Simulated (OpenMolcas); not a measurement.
**Multireference states of TiH**

Aim: the low electronic states of TiH, first without spin–orbit coupling and then as Ω levels, at one distance and along the bond.

Computed with OpenMolcas 26.06. Level: SA-CASSCF(5,7), XMS-CASPT2, RASSI; ANO-RCC-VTZP.

All values are calculated.

### Step 1. Set-up

C2 symmetry about the axis (a holds Σ, Δ, Γ; b holds Π, Φ, H; Σ⁺ and Σ⁻ are not told apart); roots by multiplicity and irrep: 4a 7.

Active shells: Ti 4s 3d, H 1s.

Contents of m.inp:

```
&GATEWAY
Coord
2
angstrom
Ti 0.0 0.0 0.0
H 0.0 0.0 1.7540
Basis=ANO-RCC-VTZP
Group=XY
RX2C
AMFI
ANGMom
0.0 0.0 0.0
RICD
&SEWARD
&GUESSORB
&RASSCF
FileOrb=$CurrDir/o41.orb
Symmetry=1
Spin=4
nActEl=5 0 0
Inactive=5 4
RAS2=5 2
CIRoot=7 7 1
Linear
Iterations=120 100
OrbListing=Nothing
PRWF=0.15
>>COPY $Project.RasOrb $CurrDir/o41.orb
>>COPY $Project.rasscf.h5 $CurrDir/r41.h5
&CASPT2
XMultistate=all
Imaginary=0.2
IPEA=0.25
MaxIter=40
>>COPY $Project.JobMix JOB001
&RASSI
Nr of JobIphs=1 7
1 2 3 4 5 6 7
SpinOrbit
EJob
Omega
MEES
MESO
Properties=4
'AngMom' 3 'Mltpl  1' 1 'Mltpl  1' 2 'Mltpl  1' 3
Thrs=1.0d-4
>>COPY $Project.rassi.h5 $CurrDir/so.h5
```

Each module block was a call of its own in one work directory; start orbitals came from a preliminary run.

Command:

```sh
$ pymolcas m.inp
```

### Step 2. CASSCF and CASPT2, block by block

The runs that follow: From Λ–S states to Ω levels.

**Question.** What will these runs give? Wanted: lowest spin-free state; next spin-free state; lowest level; next level; lowering by spin–orbit coupling; lowest curve, Re and ωe.

The runs gave:

| quantity | value |
| --- | --- |
| lowest spin-free state | (1)4Σ |
| next spin-free state | (1)4Δ, 0.583 eV |
| lowest level | Ω = 3/2, 100 % (1)4Σ |
| next level | Ω = 1/2, 0 cm⁻¹ |
| lowering by spin–orbit coupling | 0 cm⁻¹ |
| lowest curve, Re and ωe | 1.862 Å, 1501 cm⁻¹ |

What this shows: At 1.754 Å the lowest computed level has Ω = 3/2 and is 100 % (1)4Σ. The levels that stem mainly from (1)4Σ spread over 0 cm⁻¹. Only the spin multiplicities and numbers of roots in the input were computed, so the list of states is not complete and the lowest one found need not be the ground state; labels number the states computed. For d and f metals this valence active space lacks a second d shell: the order of states is not reliable within half an eV or more, and the lowest computed state need not be the true ground state.
